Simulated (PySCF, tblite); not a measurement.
# C₅H₁₂B₂FN: geometry, infrared bands and NMR shifts

Aim: predict the infrared bands and NMR shifts of C₅H₁₂B₂FN (`BN(CBF)CC(=C)C`).

The runs use tblite 0.8.0 and PySCF 2.14.0, with density-fitted response routines of our own; the level of theory stands in each step. All values are computed, except where a source is named. Atoms count from 0, in the outputs and in this text.

## 1. The starting structure

21 atoms, charge 0, multiplicity 1; geometry from: force field or distance geometry start.

Bonds of the start (Å): B0–N1 1.47, N1–C2 1.35, C2–B3 1.57, B3–F4 1.48, N1–C5 1.38, C5–C6 1.51, C6–C7 1.33, C6–C8 1.50, B0–H9 1.17, B0–H10 1.21, C2–H11 1.14, C2–H12 1.14, B3–H13 1.22, C5–H14 1.14, C5–H15 1.13, C7–H16 1.10, C7–H17 1.10, C8–H18 1.12, C8–H19 1.10, C8–H20 1.11.

## 2. Optimising the geometry with GFN2-xTB

The job: settings as JSON, then the geometry in Å.

```
{"job": {"kind": "relax", "xc": "GFN2-xTB", "basis": "xTB"}, "charge": 0, "multiplicity": 1}
B     -1.081600     2.232400     0.382100
N     -0.807500     0.797400     0.206100
C     -1.783200     0.083800    -0.404900
B     -1.643200    -1.476500    -0.565300
F     -2.865400    -2.132100    -1.072000
C      0.249800     0.319500     0.956300
C      1.308400    -0.424000     0.175000
C      1.627200    -1.684900     0.431100
C      2.072700     0.241200    -0.930400
H     -0.766600     3.127200    -0.304900
H     -1.656900     2.571800     1.389300
H     -1.980500     0.524800    -1.438100
H     -2.790500     0.239500     0.111500
H     -1.214000    -2.110900     0.379400
H      0.823100     1.218200     1.369800
H      0.002400    -0.237400     1.904300
H      2.402300    -2.160900    -0.185900
H      1.103400    -2.235000     1.226200
H      3.152400    -0.062800    -0.848000
H      2.077800     1.336200    -0.858000
H      1.760900    -0.150200    -1.924200
```

Run with:

```
OMP_NUM_THREADS=1 python probes_run.py task.json out
```

The driver reads the jobs from task.json and runs them one after another.

**Question.** This job is followed by: GFN2-xTB harmonic vibrations, gas phase; GIAO PBE0/pcSseg-1 NMR shielding, non-relativistic, gas phase. Predict these results of the whole session: strongest single infrared mode (GFN2-xTB); zero-point energy (GFN2-xTB); 13C shifts against TMS (PBE0/pcSseg-1); 1H shifts against TMS (PBE0/pcSseg-1, means over atoms taken as alike); 11B shifts against BF3·OEt2 (PBE0/pcSseg-1); 15N shifts against NH3 (PBE0/pcSseg-1); 19F shifts against CFCl3 (PBE0/pcSseg-1).

**Answer**, as computed:

```
                                                              quantity                                         value
                             strongest single infrared mode (GFN2-xTB)                         1316 cm⁻¹, 223 km/mol
                                          zero-point energy (GFN2-xTB)                                104.7 kcal/mol
                                13C shifts against TMS (PBE0/pcSseg-1)            150.7, 121.8, 68.6, 53.2, 21.5 ppm
1H shifts against TMS (PBE0/pcSseg-1, means over atoms taken as alike)  5.75, 5.35, 5.06, 4.65, 3.87, 3.28, 1.87 ppm
                           11B shifts against BF3·OEt2 (PBE0/pcSseg-1)                                59.4, 36.9 ppm
                                15N shifts against NH3 (PBE0/pcSseg-1)                                     152.3 ppm
                              19F shifts against CFCl3 (PBE0/pcSseg-1)                                      -1.9 ppm
```

What this shows: The optimisation took 236 steps and gained 2.836 eV; among the close pairs (by a distance rule), B3–F4 changed most, from 1.477 to 1.316 Å. All 57 modes are real, so the xTB geometry is a minimum. The strongest single mode, at 1316 cm⁻¹, is spread over several atoms, B3, C2, H11, H12 among them. GFN2-xTB is a fitted tight-binding method: band positions and strengths are rough. Its intensities can rank the bands wrongly. C6 (fully substituted alkene carbon) lies farthest downfield among carbon, at 150.7 ppm; an sp2 carbon of a C=C bond. At PBE0/pcSseg-1: Shielding is most anisotropic at F4 (span 510 ppm, paramagnetic term -290 ppm).
